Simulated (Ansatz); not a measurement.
# GeHNO: the cost of one run

Computed with Ansatz 0.2.0, Gaussian basis. Level: cc-pVTZ, core rule «outside noble gas», up to 16 orbitals frozen.

The runs, in order: UHF; CCSD(T) on RHF; CCSD(T) on UHF; BCCD(T) on RHF; CCSDT(Q) on RHF.

## Step 1: The system

The geometry is a PBE0/def2-TZVP stationary point (not a proven minimum). No spin-orbit coupling is included. The filled d shell of Ge may be among the frozen orbitals whatever the setting's name suggests; the logs give the count.

4 atoms, charge 0, spin multiplicity 1.

Atoms are counted from 1 here; the program's logs count them from 0.

Bond lengths: N1–Ge2 1.636 Å, Ge2–O3 1.748 Å, O3–H4 0.964 Å. Angles: N1–Ge2–O3 175.4°, Ge2–O3–H4 113.0°.

## Step 2: UHF

The input, in.yaml:

```yaml
crystal:
  periodic: [false, false, false]
  atoms:
    - {symbol: N, position_ang: [-0.000007, -0.160100, 2.209162]}
    - {symbol: Ge, position_ang: [0.000015, -0.147689, 0.572922]}
    - {symbol: O, position_ang: [-0.000001, -0.274884, -1.170536]}
    - {symbol: H, position_ang: [-0.000007, 0.582674, -1.611548]}
basis:
  gaussian: {orbitals: cc-pVTZ}
magnetization: {spin_polarized: true, initial_magnetization: 0}
hamiltonian: {xc: hf}
output: {orbitals: {seedname: orbitals}}
```

Launch:

```bash
$ ansatz run in.yaml --threads 1 --pin off --events-out ev --progress --plain --max-ram 2560MiB --backend cpu
```

What time and memory should one allow on 1 thread of AMD EPYC 7R13, shared host?

About 19 s, with a peak of 0.4 GiB.
